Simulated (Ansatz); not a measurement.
# F + HH (H₂F) radical: an exchange reaction of three atoms

How does the energy of F + HH (the system F + H₂), spin multiplicity 2 change over two coordinates at once? A grid of runs gives the map.

Program: Ansatz 0.2.0. Level of theory: UKS PBE0-D4/aug-cc-pVTZ. These are calculated values, not measurements.

### 1 The part F radical alone, at the geometry typed

input.yaml

```yaml
crystal:
  periodic: [false, false, false]
  atoms:
    - { symbol: F, position_ang: [0.0, 0.0, 0.0] }
magnetization:
  spin_polarized: true
  initial_magnetization: 1
basis:
  gaussian: { orbitals: aug-cc-pVTZ }
hamiltonian:
  xc: pbe0
```

Launch:

```sh
> ansatz run input.yaml --threads 1 --pin off --max-ram 2560MiB --backend cpu --events-out ev --progress --plain --runs-dir out
```

The log of the run:

```text
Warning: RAYON_NUM_THREADS=1 ignored (pool sized by the plan → 1); use --threads N
Engine: ansatz 0.2.0, aarch64-unknown-linux-gnu
Functional definition: PBE0
  parameter a = 0.25
  parameter kappa = 0.804
  parameter beta = 0.06672455060314922
  exchange = (1 - a)*pbe_x(kappa = kappa, mu = beta*pi^2/3) + a*exact_x
  correlation = pbe_c(beta = beta)
211 factors; their error is unknown
mean field evaluation 1: about -2712.1019 eV, gradient 7.1e0 eV
mean field evaluation 2: about -2712.1942 eV, gradient 2.4e0 eV
mean field evaluation 4: about -2712.2084 eV, gradient 5.0e-2 eV
mean field evaluation 8: about -2712.2091 eV, gradient 1.9e-3 eV
mean field -2712.20907742 eV, -99.6718451937 hartree, gradient 1.7e-5 eV, S^2 0.751882; 0 other end points of the search recorded, 0 dependent functions left out
reference -2712.20910143 eV, -99.6718460763 hartree; 5, 4 occupied and 41, 42 virtual orbitals, 211 factors
Total energy: -2712.20910143 eV, -99.6718460763 hartree
```

Wall time 0.24 s (1 thread of Arm Neoverse V2, shared host); peak memory 0.065 GiB.

### 2 Reference run: H2, relaxed

input.yaml

```yaml
crystal:
  periodic: [false, false, false]
  atoms:
    - { symbol: H, position_ang: [0.0, 0.0, 0.0] }
    - { symbol: H, position_ang: [0.74, 0.0, 0.0] }
basis:
  gaussian: { orbitals: aug-cc-pVTZ }
hamiltonian:
  xc: pbe0
  dispersion: d4
output:
  forces: true
relax:
  f_tol: 0.003
  max_steps: 120
```

Launch:

```sh
> ansatz run input.yaml --threads 1 --pin off --max-ram 2560MiB --backend cpu --events-out ev --progress --plain --runs-dir out
```

The log of the run:

```text
Warning: RAYON_NUM_THREADS=1 ignored (pool sized by the plan → 1); use --threads N
The last accepted step is kept in <dir> (removed where the run ends without a failure and the disk answers)
[... 7 set-up lines as earlier in the session ...]
128 factors; their error is unknown
mean field evaluation 1: about -31.6904 eV, gradient 6.0e0 eV
mean field evaluation 2: about -31.7972 eV, gradient 8.9e-1 eV
mean field evaluation 4: about -31.7959 eV, gradient 1.4e-1 eV
mean field evaluation 8: about -31.7959 eV, gradient 2.5e-5 eV
mean field -31.79593893 eV, -1.1684792035 hartree, gradient 2.5e-5 eV, S^2 0.000000; 0 other end points of the search recorded, 0 dependent functions left out
the calculation of the forces begins
reference -31.79595610 eV, -1.1684798345 hartree; 1, 1 occupied and 45, 45 virtual orbitals, 128 factors
relax step   1: F+E_penalty+E_count = -31.79754366 eV  Δ(F+E_penalty+E_count) = +0.000e0 eV  max|allowed force component| = 1.978e-1 eV/Å  Δτ_max = 0.0000 Å  (20 SCF iters, accepted)
these checks for a lower state are left out or cut short: starts, cluster_reference, orbital_swaps, neighbouring_geometries, increment
128 factors; their error is unknown
mean field evaluation 16: about -31.7965 eV, gradient 2.0e-3 eV
mean field -31.79646781 eV, -1.1684986397 hartree, gradient 4.0e-6 eV, S^2 0.000000; 0 other end points of the search recorded, 0 dependent functions left out
the calculation of the forces begins
reference -31.79648509 eV, -1.1684992748 hartree; 1, 1 occupied and 45, 45 virtual orbitals, 128 factors
relax step   2: F+E_penalty+E_count = -31.79807404 eV  Δ(F+E_penalty+E_count) = -5.304e-4 eV  max|allowed force component| = 8.815e-3 eV/Å  Δτ_max = 0.0026 Å  (21 SCF iters, accepted)
these checks for a lower state are left out or cut short: starts, cluster_reference, orbital_swaps, neighbouring_geometries, increment
128 factors; their error is unknown
mean field -31.79646881 eV, -1.1684986765 hartree, gradient 2.4e-5 eV, S^2 0.000000; 0 other end points of the search recorded, 0 dependent functions left out
the calculation of the forces begins
reference -31.79648610 eV, -1.1684993117 hartree; 1, 1 occupied and 45, 45 virtual orbitals, 128 factors
relax step   3: F+E_penalty+E_count = -31.79807512 eV  Δ(F+E_penalty+E_count) = -1.079e-6 eV  max|allowed force component| = 3.199e-5 eV/Å  Δτ_max = 0.0001 Å  (13 SCF iters, accepted)
128 factors; their error is unknown
mean field evaluation 32: about -31.7965 eV, gradient 1.1e-4 eV
mean field -31.79646881 eV, -1.1684986765 hartree, gradient 2.4e-5 eV, S^2 0.000000; 1 other end points of the search recorded, 0 dependent functions left out
the calculation of the forces begins
reference -31.79648610 eV, -1.1684993117 hartree; 1, 1 occupied and 45, 45 virtual orbitals, 128 factors
Total energy: -31.79809241 eV, -1.1685583424 hartree
Atom 0 at    -0.002702    -0.000000    -0.000000 Å, force    -0.000033     0.000000     0.000000 eV/Å
Atom 1 at     0.742702     0.000000     0.000000 Å, force     0.000033    -0.000000    -0.000000 eV/Å
Dipole moment:     0.000000    -0.000000    -0.000000 e Å
```

Wall time 0.52 s (1 thread of Arm Neoverse V2, shared host); peak memory 0.068 GiB.

Along the way:

```
step  energy from step 1 (eV)  largest force component (eV/Å)
   1                   0.0000                          0.1978
   2                  -0.0005                          0.0088
   3                  -0.0005                          0.0000
```

The bond:

```
 bond  before (Å)  after (Å)  change (Å)
H1–H2       0.740      0.745      +0.005
```

### 3 Plan of the scan

The axes are (1) distance F1–H2: 17 values from 0.728 to 2.328 Å; (2) distance H2–H3: 17 values from 0.592 to 2.192 Å.

Nothing else is relaxed (the angle F1–H2–H3 is fixed at 140 degrees). Energies count from F far from the relaxed H2 (each part in its own basis).

Of the runs on the grid, 3 are shown in the steps below; the others differ only in the two coordinates.

### 4 Grid point distance F1–H2 = 1.829 Å, distance H2–H3 = 1.693 Å

input.yaml

```yaml
crystal:
  periodic: [false, false, false]
  atoms:
    - { symbol: F, position_ang: [-1.829, 0.0, 0.0] }
    - { symbol: H, position_ang: [0.0, 0.0, 0.0] }
    - { symbol: H, position_ang: [1.296913, 1.088239, 0.0] }
magnetization:
  spin_polarized: true
  initial_magnetization: 1
basis:
  gaussian: { orbitals: aug-cc-pVTZ }
hamiltonian:
  xc: pbe0
  dispersion: d4
output:
  forces: true
```

Launch:

```sh
> ansatz run input.yaml --threads 1 --pin off --max-ram 2560MiB --backend cpu --events-out ev --progress --plain --runs-dir out
```

The log of the run:

```text
Warning: RAYON_NUM_THREADS=1 ignored (pool sized by the plan → 1); use --threads N
[... 7 set-up lines as earlier in the session ...]
339 factors; their error is unknown
mean field evaluation 1: about -2735.8449 eV, gradient 3.2e1 eV
mean field evaluation 2: about -2638.0060 eV, gradient 1.4e2 eV
mean field evaluation 4: about -2740.3754 eV, gradient 1.1e1 eV
mean field evaluation 8: about -2741.1929 eV, gradient 3.9e-1 eV
mean field evaluation 16: about -2741.1967 eV, gradient 3.7e-3 eV
mean field evaluation 32: about -2740.4943 eV, gradient 3.2e0 eV
mean field evaluation 64: about -2740.8628 eV, gradient 2.3e0 eV
mean field -2741.19667999 eV, -100.7371199399 hartree, gradient 3.9e-5 eV, S^2 1.003941; 5 other end points of the search recorded, 0 dependent functions left out
the calculation of the forces begins
reference -2741.19671328 eV, -100.7371211631 hartree; 6, 5 occupied and 86, 87 virtual orbitals, 339 factors
Total energy: -2741.20273353 eV, -100.7373424033 hartree
Atom 0 at    -1.829000     0.000000     0.000000 Å, force     2.397107     0.004167    -0.000000 eV/Å
Atom 1 at     0.000000     0.000000     0.000000 Å, force    -1.102752     1.076047     0.000000 eV/Å
Atom 2 at     1.296913     1.088239     0.000000 Å, force    -1.294355    -1.080214     0.000000 eV/Å
Dipole moment:     0.570951     0.098144     0.000000 e Å
```

Wall time 3 s (1 thread of Arm Neoverse V2, shared host); peak memory 0.11 GiB.

Energy on the map's scale: 271 kJ/mol.

### 5 Point distance F1–H2 = 0.835 Å, distance H2–H3 = 1.937 Å

input.yaml

```yaml
crystal:
  periodic: [false, false, false]
  atoms:
    - { symbol: F, position_ang: [-0.835, 0.0, 0.0] }
    - { symbol: H, position_ang: [0.0, 0.0, 0.0] }
    - { symbol: H, position_ang: [1.483828, 1.24508, 0.0] }
magnetization:
  spin_polarized: true
  initial_magnetization: 1
basis:
  gaussian: { orbitals: aug-cc-pVTZ }
hamiltonian:
  xc: pbe0
  dispersion: d4
output:
  forces: true
```

Launch:

```sh
> ansatz run input.yaml --threads 1 --pin off --max-ram 2560MiB --backend cpu --events-out ev --progress --plain --runs-dir out
```

The log of the run:

```text
Warning: RAYON_NUM_THREADS=1 ignored (pool sized by the plan → 1); use --threads N
[... 7 set-up lines as earlier in the session ...]
339 factors; their error is unknown
mean field evaluation 1: about -2743.4626 eV, gradient 2.4e1 eV
mean field evaluation 2: about -2742.0467 eV, gradient 3.5e1 eV
mean field evaluation 4: about -2745.1313 eV, gradient 1.5e-1 eV
mean field evaluation 8: about -2745.1308 eV, gradient 1.0e-2 eV
mean field -2745.13083782 eV, -100.8816975735 hartree, gradient 7.6e-6 eV, S^2 0.750088; 0 other end points of the search recorded, 0 dependent functions left out
the calculation of the forces begins
reference -2745.13087472 eV, -100.8816989295 hartree; 6, 5 occupied and 86, 87 virtual orbitals, 339 factors
Total energy: -2745.13663829 eV, -100.8819107366 hartree
Atom 0 at    -0.835000     0.000000     0.000000 Å, force    -7.197284    -0.051192    -0.000000 eV/Å
Atom 1 at     0.000000     0.000000     0.000000 Å, force     7.101649    -0.000249     0.000000 eV/Å
Atom 2 at     1.483828     1.245080     0.000000 Å, force     0.095635     0.051440     0.000000 eV/Å
Dipole moment:     0.365633     0.030574     0.000000 e Å
```

Run time: 1.1 s. Hardware: 1 thread of Arm Neoverse V2, shared host; peak memory 0.1 GiB.

On the map this point reads −109 kJ/mol.

### 6 The run at distance F1–H2 = 0.910 Å, distance H2–H3 = 2.192 Å

input.yaml

```yaml
crystal:
  periodic: [false, false, false]
  atoms:
    - { symbol: F, position_ang: [-0.91, 0.0, 0.0] }
    - { symbol: H, position_ang: [0.0, 0.0, 0.0] }
    - { symbol: H, position_ang: [1.679169, 1.40899, 0.0] }
magnetization:
  spin_polarized: true
  initial_magnetization: 1
basis:
  gaussian: { orbitals: aug-cc-pVTZ }
hamiltonian:
  xc: pbe0
  dispersion: d4
output:
  forces: true
```

Launch:

```sh
> ansatz run input.yaml --threads 1 --pin off --max-ram 2560MiB --backend cpu --events-out ev --progress --plain --runs-dir out
```

The log of the run:

```text
Warning: RAYON_NUM_THREADS=1 ignored (pool sized by the plan → 1); use --threads N
[... 7 set-up lines as earlier in the session ...]
339 factors; their error is unknown
mean field evaluation 1: about -2743.8338 eV, gradient 2.3e1 eV
mean field evaluation 2: about -2742.1849 eV, gradient 3.5e1 eV
mean field evaluation 4: about -2745.4183 eV, gradient 1.3e-1 eV
mean field evaluation 8: about -2745.4189 eV, gradient 1.0e-2 eV
mean field -2745.41889488 eV, -100.8922834752 hartree, gradient 1.9e-5 eV, S^2 0.750040; 0 other end points of the search recorded, 0 dependent functions left out
the calculation of the forces begins
reference -2745.41893382 eV, -100.8922849062 hartree; 6, 5 occupied and 86, 87 virtual orbitals, 339 factors
Total energy: -2745.42430594 eV, -100.8924823277 hartree
Atom 0 at    -0.910000     0.000000     0.000000 Å, force    -0.697125    -0.023957    -0.000000 eV/Å
Atom 1 at     0.000000     0.000000     0.000000 Å, force     0.680408     0.022913     0.000000 eV/Å
Atom 2 at     1.679169     1.408990     0.000000 Å, force     0.016717     0.001044    -0.000000 eV/Å
Dipole moment:     0.393806     0.028926     0.000000 e Å
```

Run time: 0.93 s. Hardware: 1 thread of Arm Neoverse V2, shared host; peak memory 0.11 GiB.

That is −137 kJ/mol from the zero.

### 7 Energy over the grid

289 points were computed. Energies in kJ/mol, from F far from the relaxed H2 (each part in its own basis); the table lists every other line.

| distance H2–H3 (Å) ↓, distance F1–H2 (Å) → | 0.728 | 0.835 | 0.992 | 1.175 | 1.378 | 1.596 | 1.829 | 2.073 | 2.328 |
| --- | --- | --- | --- | --- | --- | --- | --- | --- | --- |
| 2.192 | 42 | −111 | −125 | −30 | 102 | 229 | 315 | 364 | 391 |
| 1.937 | 45 | −109 | −125 | −33 | 96 | 217 | 300 | 347 | 373 |
| 1.693 | 51 | −105 | −124 | −36 | 86 | 197 | 271 | 313 | 336 |
| 1.460 | 64 | −95 | −120 | −41 | 69 | 161 | 220 | 251 | 268 |
| 1.242 | 91 | −75 | −111 | −48 | 40 | 107 | 146 | 165 | 175 |
| 1.039 | 142 | −36 | −93 | −56 | 2 | 43 | 65 | 76 | 82 |
| 0.856 | 232 | 34 | −53 | −50 | −26 | −6 | 5 | 11 | 14 |
| 0.699 | 381 | 156 | 31 | −4 | −8 | −4 | −1 | 1 | 2 |
| 0.592 | 559 | 310 | 152 | 87 | 65 | 58 | 56 | 56 | 57 |

The dipole moment (D) at each point:

```csv
"distance H2–H3 (Å) ↓, distance F1–H2 (Å) →",0.728,0.835,0.992,1.175,1.378,1.596,1.829,2.073,2.328
2.192,1.57,1.76,2.06,2.44,2.91,3.21,2.69,2.11,1.55
1.937,1.56,1.76,2.09,2.53,3.04,3.30,2.81,2.21,1.62
1.693,1.52,1.75,2.12,2.60,3.13,3.26,2.78,2.17,1.57
1.460,1.45,1.70,2.12,2.63,3.06,2.95,2.42,1.79,1.19
1.242,1.31,1.59,2.04,2.51,2.71,2.38,1.78,1.17,0.68
1.039,1.09,1.41,1.86,2.22,2.18,1.76,1.22,0.74,0.40
0.856,0.82,1.17,1.61,1.84,1.68,1.27,0.83,0.47,0.24
0.699,0.53,0.92,1.36,1.51,1.31,0.94,0.57,0.31,0.15
0.592,0.31,0.75,1.20,1.31,1.09,0.75,0.44,0.23,0.11
```

### 8 Summary of results

```
               quantity                                                                                                                                               value
           lowest point                                                                                     distance F1–H2 = 0.910 Å, distance H2–H3 = 2.192 Å, −137 kJ/mol
 highest computed point                                                                     distance F1–H2 = 0.728 Å, distance H2–H3 = 0.592 Å, 695 kJ/mol above the lowest
      dipole moment (D)  0.11 at distance F1–H2 = 2.328 Å, distance H2–H3 = 0.592 Å to 3.31 at distance F1–H2 = 1.485 Å, distance H2–H3 = 1.813 Å; 1.90 at the lowest point
time for the whole task                                                                                                                     11 min on 1 thread, shared host
```

In words: The lowest computed point is at distance F1–H2 = 0.910 Å, distance H2–H3 = 2.192 Å, −137 kJ/mol from F far from the relaxed H2 (each part in its own basis). It lies at the edge of the scanned range, so the true minimum may lie outside. The highest computed point, distance F1–H2 = 0.728 Å, distance H2–H3 = 0.592 Å, lies 695 kJ/mol above the lowest.
